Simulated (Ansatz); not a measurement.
# CH3B2Cl2N: the cost of one run

Program: Ansatz 0.2.0. Level of theory: RKS PBE0-D4/def2-SVP. These are calculated values, not measurements.

## Step 1: The structure to begin with

Bond lengths: Cl1–B2 1.865 Å, B2–Cl3 1.812 Å, B2–B4 1.605 Å, B4–C5 1.617 Å, B4–N6 1.612 Å, C5–N6 1.447 Å, C5–H7 1.090 Å, C5–H8 1.118 Å, N6–H9 1.036 Å. Angles (14 of 15 angles, heavy atoms first): Cl1–B2–Cl3 118.4°, Cl1–B2–B4 123.3°, Cl3–B2–B4 118.3°, B2–B4–C5 151.1°, B2–B4–N6 155.5°, C5–B4–N6 53.3°, B4–C5–N6 63.2°, B4–N6–C5 63.6°, B4–C5–H7 115.1°, B4–C5–H8 112.5°, N6–C5–H7 111.4°, N6–C5–H8 111.8°, B4–N6–H9 105.1°, C5–N6–H9 111.8°.

As a file:

```xyz
9

Cl    1.3766   -2.5108   -1.2038
B     1.3175   -1.1620    0.0824
Cl    2.6813   -1.0410    1.2698
B     0.1387   -0.0754    0.1653
C    -1.2825    0.5117   -0.3353
N    -0.6661    1.1701    0.7967
H    -2.1550   -0.0672   -0.0320
H    -1.1897    1.1181   -1.2700
H    -0.1323    2.0101    0.5099
```

## Step 2: Relaxing end A

The input, input.yaml:

```yaml
crystal:
  periodic: [false, false, false]
  atoms:
    - { symbol: Cl, position_ang: [1.3766, -2.5108, -1.2038] }
    - { symbol: B, position_ang: [1.3175, -1.162, 0.0824] }
    - { symbol: Cl, position_ang: [2.6813, -1.041, 1.2698] }
    - { symbol: B, position_ang: [0.1387, -0.0754, 0.1653] }
    - { symbol: C, position_ang: [-1.2825, 0.5117, -0.3353] }
    - { symbol: "N", position_ang: [-0.6661, 1.1701, 0.7967] }
    - { symbol: H, position_ang: [-2.155, -0.0672, -0.032] }
    - { symbol: H, position_ang: [-1.1897, 1.1181, -1.27] }
    - { symbol: H, position_ang: [-0.1323, 2.0101, 0.5099] }
basis:
  gaussian: { orbitals: def2-SVP }
hamiltonian:
  xc: pbe0
  dispersion: d4
relax:
  f_tol: 0.02
  max_steps: 50
output:
  orbitals: {}
```

Launch:

```
$ ansatz run input.yaml --threads 2 --pin off --max-ram 3072MiB --backend cpu --events-out ev --progress --plain --runs-dir out
```

What time and memory should one allow on 2 threads of AMD EPYC 9R45 (Zen 5), shared host?

About 15 s, with a peak of 0.27 GiB.
